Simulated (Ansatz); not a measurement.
Geometry optimisation, Ansatz, DFT PBE, scalar-relativistic, plane waves, PAW.

The input (input.yaml):

```yaml
crystal:
  lattice:
    - [8.1, 0.0, 0.0]
    - [0.0, 8.1, 0.0]
    - [0.0, 0.0, 8.1]
  atoms:
    - { symbol: Al, position: [0.5, 0.0, 0.0] }
    - { symbol: Al, position: [0.75, 0.25, 0.0] }
    - { symbol: Al, position: [0.75, 0.0, 0.25] }
    - { symbol: Al, position: [0.0, 0.0, 0.0] }
    - { symbol: Al, position: [0.25, 0.25, 0.0] }
    - { symbol: Al, position: [0.5, 0.5, 0.0] }
    - { symbol: Al, position: [0.75, 0.75, 0.0] }
    - { symbol: Al, position: [0.25, 0.0, 0.25] }
    - { symbol: Al, position: [0.5, 0.25, 0.25] }
    - { symbol: Al, position: [0.75, 0.5, 0.25] }
    - { symbol: Al, position: [0.5, 0.0, 0.5] }
    - { symbol: Al, position: [0.75, 0.25, 0.5] }
    - { symbol: Al, position: [0.75, 0.0, 0.75] }
    - { symbol: Al, position: [0.0, 0.5, 0.0] }
    - { symbol: Al, position: [0.25, 0.75, 0.0] }
    - { symbol: Al, position: [0.0, 0.25, 0.25] }
    - { symbol: Al, position: [0.25, 0.5, 0.25] }
    - { symbol: Al, position: [0.5, 0.75, 0.25] }
    - { symbol: Al, position: [0.0, 0.0, 0.5] }
    - { symbol: Al, position: [0.25, 0.25, 0.5] }
    - { symbol: Al, position: [0.5, 0.5, 0.5] }
    - { symbol: Al, position: [0.75, 0.75, 0.5] }
    - { symbol: Al, position: [0.25, 0.0, 0.75] }
    - { symbol: Al, position: [0.5, 0.25, 0.75] }
    - { symbol: Al, position: [0.75, 0.5, 0.75] }
    - { symbol: Al, position: [0.0, 0.75, 0.25] }
    - { symbol: Al, position: [0.0, 0.5, 0.5] }
    - { symbol: Al, position: [0.25, 0.75, 0.5] }
    - { symbol: Al, position: [0.0, 0.25, 0.75] }
    - { symbol: Al, position: [0.25, 0.5, 0.75] }
    - { symbol: Al, position: [0.5, 0.75, 0.75] }
    - { symbol: Al, position: [0.0, 0.75, 0.75] }
    - { symbol: C, position: [0.62192258, 0.63013696, 0.11934232] }
basis:
  ecutwfc: 420.0
kpoints:
  mp_grid: { grid: [2, 2, 2] }
hamiltonian:
  xc: pbe
scf:
  occupations: { method: fermi_dirac, width: 0.1 }
  lower_state_search: "off"
relax:
  f_tol: 0.03
  max_steps: 60
  adjacent_minimum: "off"
output:
  write_density: true
  write_potential: true
  elf: true
  volumetric_format: npy
```

Launched with:

```bash
$ ansatz run input.yaml --threads 2 --pin off --max-ram 5120MiB --backend cpu --events-out ev --progress --plain --runs-dir out
```

Question: Where does it end, and by what steps?

Answer: The run converged. Limits of this set-up: coarse k mesh, a small cell, in which the defect meets its images, a typed lattice constant that wasn't relaxed here. After 4 steps the energy has fallen by 1.691 eV; Al7 moved furthest, 0.20 Å.

```tsv
step	energy less start (eV)	largest force component (eV/Å)	accepted
0	0.0000	3.229	yes
1	-1.1349	1.658	yes
2	-1.6622	0.306	yes
3	-1.6847	0.039	yes
4	-1.6906	0.002	yes
```

```xyz
33
Lattice="8.1000 0.0000 0.0000 0.0000 8.1000 0.0000 0.0000 0.0000 8.1000" Properties=species:S:1:pos:R:3
Al 4.025 0.020 -0.026
Al 6.099 2.007 -0.026
Al 6.098 0.020 2.048
Al 0.033 0.035 0.004
Al 1.991 1.993 0.004
Al 3.933 3.935 -0.117
Al 6.190 6.192 -0.117
Al 1.991 0.035 2.018
Al 4.025 2.008 2.048
Al 6.190 3.935 2.140
Al 4.054 0.035 4.082
Al 6.069 1.993 4.082
Al 6.069 0.035 6.040
Al 0.018 4.027 -0.026
Al 2.006 6.101 -0.026
Al 0.033 1.993 2.018
Al 2.005 4.027 2.048
Al 3.933 6.192 2.140
Al 0.017 0.019 4.066
Al 2.007 2.009 4.066
Al 4.025 4.027 4.067
Al 6.099 6.101 4.067
Al 2.007 0.019 6.056
Al 4.054 1.993 6.040
Al 6.098 4.027 6.055
Al 0.018 6.101 2.048
Al 0.033 4.057 4.082
Al 1.991 6.071 4.082
Al 0.017 2.009 6.056
Al 1.991 4.057 6.040
Al 4.025 6.100 6.055
Al 0.033 6.071 6.040
C 5.062 5.063 1.012
```

Whether the end is a true minimum wasn't checked by a vibrational analysis.

The run took 37 s on 2 threads of Intel(R) Xeon(R) Platinum 8488C (Sapphire Rapids), with other jobs on the host, peak memory 1.1 GiB.
